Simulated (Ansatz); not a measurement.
**Ge2F (doublet): from Hartree-Fock to the top rungs at a displaced geometry (v1), cc-pVDZ**

One table from this session's results is given with a row withheld; the runs are named, their logs left out.

Program: Ansatz 0.2.0, Gaussian basis. Level of theory: cc-pVDZ, core rule «outside noble gas», up to 29 orbitals frozen. These are calculated values, not measurements.

To be run: UHF; CCSD(T) on ROHF; BCCD(T) on ROHF; CISD; CCSDT(Q) on ROHF; CCSDT(Q) on UHF.

24 further runs of the same task are left out: 2 for a known fault of the program, 11 that didn't finish, 11 set aside as unsound or not needed.

## The geometry

The geometry is a PBE0/def2-TZVP stationary point (not a proven minimum) with its atoms shifted at random (size 0.040 Å). No spin-orbit coupling is included. The filled d shell of Ge may be among the frozen orbitals whatever the setting's name suggests; the logs give the count.

3 atoms, charge 0, spin multiplicity 2.

Atoms are counted from 1 here; the program's logs count them from 0.

Bond lengths: F1–Ge2 1.987 Å, F1–Ge3 2.074 Å, Ge2–Ge3 2.455 Å. Angles: Ge2–F1–Ge3 74.3°, F1–Ge2–Ge3 54.5°, F1–Ge3–Ge2 51.2°.

The first run:

in.yaml

```yaml
crystal:
  periodic: [false, false, false]
  atoms:
    - {symbol: F, position_ang: [-0.020472, -1.430994, 0.028706]}
    - {symbol: Ge, position_ang: [-0.021305, 0.157477, 1.223054]}
    - {symbol: Ge, position_ang: [0.026659, 0.216787, -1.230561]}
basis:
  gaussian: {orbitals: cc-pVDZ}
magnetization: {spin_polarized: true, initial_magnetization: 1}
hamiltonian: {xc: hf}
output: {orbitals: {seedname: orbitals}}
```

Launch:

```bash
> ansatz run in.yaml --threads 1 --pin off --events-out ev --progress --plain --max-ram 2393MiB
```

Among the steps run: UHF; CCSD(T) on ROHF; BCCD(T) on ROHF; CISD; CCSDT(Q) on ROHF; CCSDT(Q) on UHF.

One table of the session follows, with a row left open; its other results are not shown here.

It belongs to the step «Misses and costs». 

```
   method  from RCCSDT(Q) (meV)
     ROHF              +10002.1
     RMP2               +1097.5
    RCCSD                     ?
 RCCSD(T)                 +68.7
  BCCD(T)                 +61.9
   RCCSDT                 +25.9
RCCSDT(Q)                     0
```

Estimate the missing values for RCCSD.

The run gave: from RCCSDT(Q) (meV): +393.6. In the column «from RCCSDT(Q) (meV)» it lies between RCCSD(T) (+68.7) and RMP2 (+1097.5).

Not comparable, so not listed: CISD; CCSDT(Q) on UHF (they don't share determinant, frozen orbitals or solution with the rows shown, or repeat one).
